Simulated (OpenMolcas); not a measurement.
# Os⁵⁺ among point charges: CASSCF and CASPT2 levels and susceptibility

Aim: the splitting of the states of Os⁵⁺ in the field of 5 point charges, its lowest levels with spin-orbit coupling and its magnetic susceptibility.

Program: OpenMolcas 26.06. Level of theory: state-averaged CASSCF and CASPT2, spin-orbit coupling by RASSI with atomic mean-field integrals. These are calculated values, not measurements, unless marked.

**1. What is computed**

```
Species                           : Os⁵⁺ (osmium, Z = 76, 71 electrons)
Basis                             : ANO-RCC-VTZP [8s7p5d3f2g1h], 104 functions
Scalar Hamiltonian                : DKH2, point nucleus
Inactive shells                   : 1s 2s 2p 3s 3p 3d 4s 4p 4d 4f 5s 5p
Active space                      : 3 electrons in 5 orbitals (5d)
Some configurations of this space : 5d³
Orbitals                          : optimised for each spin and parity, averaged over all roots
```

Outer shells as boxes (Hund's rule):

5d3
```
5d [↑ ][↑ ][↑ ][  ][  ]
```

The ion sits among 5 point charges of -2 e arranged as a trigonal bipyramid (D3h), 1.72 Å from the ion, with the axial distance 1.686 Å.

Each step is its own input file, run in one work folder so that later steps find the files of earlier ones. Labels, J, g values, rates, χT and fits are worked out afterwards by a script from the matrices that RASSI stores.

**2. GATEWAY and SEWARD: basis and integrals**

Contents of a.inp:

```
&GATEWAY
Coord
1

Os 0.0 0.0 0.0
Basis=ANO-RCC-VTZP
Group=NoSym
NoMove
AngMom=0.0 0.0 0.0
AMFI
XField
5 Angstrom 0
1.720000 0.000000 0.000000 -2.000000
-0.860000 1.489564 0.000000 -2.000000
-0.860000 -1.489564 0.000000 -2.000000
0.000000 0.000000 1.685600 -2.000000
0.000000 0.000000 -1.685600 -2.000000
&SEWARD
```

Run with:

```sh
> OMP_NUM_THREADS=1 MOLCAS_MEM=1689 MOLCAS_PROJECT=a pymolcas a.inp > a.log
```

**3. CASSCF: quartets, 10 roots**

Contents of a.inp:

```
&RASSCF
FileOrb=start.orb
Symmetry=1
Spin=4
nActEl=3 0 0
Inactive=34
Ras2=5
CIRoot=10 10 1
SDav=10
CIMx=300
Iter=120 100
PrWF=0.3
OrbListing=Nothing
MaxOrb=0
>>> COPY $Project.JobIph JOB001
```

start.orb holds the contracted functions of the basis, ordered by shell, or the orbitals of the step before.

**4. CASSCF: doublets, 40 roots**

Contents of a.inp:

```
&RASSCF
FileOrb=start.orb
Symmetry=1
Spin=2
nActEl=3 0 0
Inactive=34
Ras2=5
CIRoot=40 40 1
SDav=40
CIMx=300
Iter=120 100
PrWF=0.3
OrbListing=Nothing
MaxOrb=0
>>> COPY $Project.JobIph JOB002
```

**5. RASSI: spin-orbit coupling between the states**

Contents of a.inp:

```
&RASSI
NrOfJobIphs=2 10 40
1 2 3 4 5 6 7 8 9 10
1 2 3 4 5 6 7 8 9 10 11 12 13 14 15 16 17 18 19 20 21 22 23 24 25 26 27
28 29 30 31 32 33 34 35 36 37 38 39 40
IphNames
JOB001
JOB002
EJob
SpinOrbit
DIPRint=1.0
SOCoupling=1000.0
Subsets=2
Property=9
'ANGMOM' 1 'ANGMOM' 2 'ANGMOM' 3 'MLTPL  1' 1 'MLTPL  1' 2 'MLTPL  1' 3
'AMFI' 1 'AMFI' 2 'AMFI' 3
SOProperty=3
'ANGMOM' 1 'ANGMOM' 2 'ANGMOM' 3
```

**6. CASPT2: IPEA 0.25, imaginary shift 0.1 (closed shells correlated: 4f 5s 5p)**

Contents of a.inp:

```
>>> COPY JOB001 $Project.JobIph
&CASPT2
Multistate=10 1 2 3 4 5 6 7 8 9 10
NoMult
Frozen=23
IPEA=0.25
Imaginary=0.1
MaxIter=60
WThr=0.0 0.3 0.05
PrWF=0.5
NoMix
>>> COPY JOB002 $Project.JobIph
&CASPT2
Multistate=40 1 2 3 4 5 6 7 8 9 10 11 12 13 14 15 16 17 18 19 20 21 22
23 24 25 26 27 28 29 30 31 32 33 34 35 36 37 38 39 40
NoMult
Frozen=23
IPEA=0.25
Imaginary=0.1
MaxIter=60
WThr=0.0 0.3 0.05
PrWF=0.5
NoMix
```

(Steps that only read results are left out.)

**Question.** What will these runs give? Wanted: spin-free ground state; first state of the same spin within the active space; lowest level; next level.

As calculated:

| quantity | value |
| --- | --- |
| method | SS-CASPT2, IPEA 0.25, imaginary shift 0.1 (closed shells correlated: 4f 5s 5p) |
| spin-free ground state | 4E, 2-fold in its orbital part |
| first state of the same spin within the active space | 4E at 4420 cm⁻¹ |
| lowest level | 2-fold E1/2, g = 0.71, 0.71, 1.15 |
| next level | 2110.4 cm⁻¹ |
| χT at 300 K | 0.11 cm³ K/mol |
| effective moment at 300 K | 0.92 μB |

Cost by method:

| method | time of its own steps | time with the reference |
| --- | --- | --- |
| A. CASSCF | 23 s | 23 s |
| B. SS-CASPT2, IPEA 0.25, imaginary shift 0.1, +4f 5s 5p | 78 s | 1.7 min |

Times are of one thread on a shared host.

**Reading.** The spin-free ground state (4E) comes to 100 % from free-ion F terms and keeps the highest spin of the shell. χT at 300 K is 0.11, against 1.88 cm³ K/mol for the spin alone, so spin-orbit coupling lowers it. CASPT2 does not keep the components of a term degenerate, and the means are used. The field of point charges can differ much from that of real complexes. Point charges carry no covalency, so the field is a model and not that of real ligands.
